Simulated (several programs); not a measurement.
What each method gives for RbAgBr₂ (ordering on rocksalt)

RbAgBr₂ as one 4-atom ordering (P4/mmm) on the rocksalt lattice, relaxed with r2SCAN in Ansatz, was computed with several methods. It is tetragonal, P4/mmm (No. 123); a = 4.518 Å, c = 6.356 Å in the conventional setting, 32.44 Å³ an atom. Rb has 6 Br at 3.18–3.19 Å; Br has 2 Rb at 3.18 Å and 4 Ag at 3.19 Å; Ag has 6 Br at 3.18–3.19 Å; Br has 2 Ag at 3.18 Å and 4 Rb at 3.19 Å. Spin-unpolarised throughout. Whether this structure exists isn't addressed.

```cif
data_structure
_symmetry_space_group_name_H-M 'P 1'
_symmetry_Int_Tables_number 1
_cell_length_a 4.5180
_cell_length_b 4.5180
_cell_length_c 6.3563
_cell_angle_alpha 90.000
_cell_angle_beta 90.000
_cell_angle_gamma 90.000
_cell_volume 129.75
loop_
_atom_site_label
_atom_site_type_symbol
_atom_site_fract_x
_atom_site_fract_y
_atom_site_fract_z
_atom_site_occupancy
Rb1 Rb 0.00000 0.00000 0.00000 1
Br1 Br 0.00000 0.00000 0.50000 1
Ag1 Ag 0.50000 0.50000 0.50000 1
Br2 Br 0.50000 0.50000 0.00000 1
```

Gaps and times are for a single point on this cell; volume and bulk modulus come from each method's own relaxation or energy curve at fixed shape, which is too stiff where a cell has free coordinates or axes. Times are rough, from shared hosts (Arm Neoverse V1), and each method has its own mesh and cell size. A dagger marks a closed or tiny gap in a crystal that DFT finds insulating: a failure of the method or a wrong SCF state. A double dagger marks a value from a curve with shape and coordinates held. The energy curve of PM7 (MOPAC) is jagged, so its SCF state, and with it the gap, is in doubt. A star marks a curve whose lowest point is an end point. PM6 (MOPAC), PM7 (MOPAC), GFN1-xTB (tblite), GFN2-xTB (tblite) treat a cluster of cells at its zone centre, which samples few k points: where these miss a band edge, the gap comes out too large for that reason alone. Gaps from k meshes are read at a limited set of points (mesh, symmetry points, PBE's band edges), so each method's own least gap may be somewhat smaller. xTB and the PM methods were fitted mostly to molecules, and can miss a solid's gap by electronvolts. Minimal bases can be far off for gaps. Times of the plane-wave ladder aren't listed, since it ran on unlike processors and cards. Curves at held shape can't give the bulk modulus of a layered or molecular crystal, so none is listed. GLLB-SC's gap includes the derivative discontinuity. d marks a direct gap, i an indirect one (no mark: not told apart), a dash a value that wasn't computed or didn't pass its checks.

```tsv
method	kind	gap (eV)	own volume (Å³/atom)	bulk modulus (GPa)	atoms computed	processor time
light PBE (260 eV and a coarse mesh)	light plane-wave	1.23 i	–	–	4	1.4 s
GFN1-xTB (tblite)	tight binding	0.98	29.24*‡	–	cluster	1.9 s
GFN2-xTB (tblite)	tight binding	1.31	30.64‡	–	cluster	2.4 s
PM7 (MOPAC)	semi-empirical	0.00†	–	–	cluster	2.7 s
PBE	semilocal	1.19 i	33.71	–	4	–
PBE/SZV (CP2K)	small basis	0.90 i	35.80*‡	–	4	9.7 s
PM6 (MOPAC)	semi-empirical	0.58	–	–	cluster	10 s
r2SCAN	semilocal	1.75 i	32.44	–	4	–
PBE/DZVP (CP2K)	small basis	1.27 i	34.22‡	–	4	24 s
PBE+SOC	semilocal	1.14 i	–	–	4	–
PBE/single zeta (GPAW)	small basis	1.06 i	–	–	4	39 s
GLLB-SC (GPAW)	model potential	2.59	–	–	4	44 s
PBE0	hybrid	3.20 i	–	–	4	–
HSE06	hybrid	2.52 i	–	–	4	–
```

Against HSE06 (2.52 eV) and with closed or daggered gaps left aside, the nearest gap at the points sampled is that of GLLB-SC (GPAW) (+0.07 eV) and the farthest that of PM6 (MOPAC) (-1.94 eV). HSE06 is only a yardstick of convenience, and nearness to it can be luck.

Volumes against r2SCAN's: PBE +3.9 %.

Only the rows marked +SOC include spin-orbit coupling.
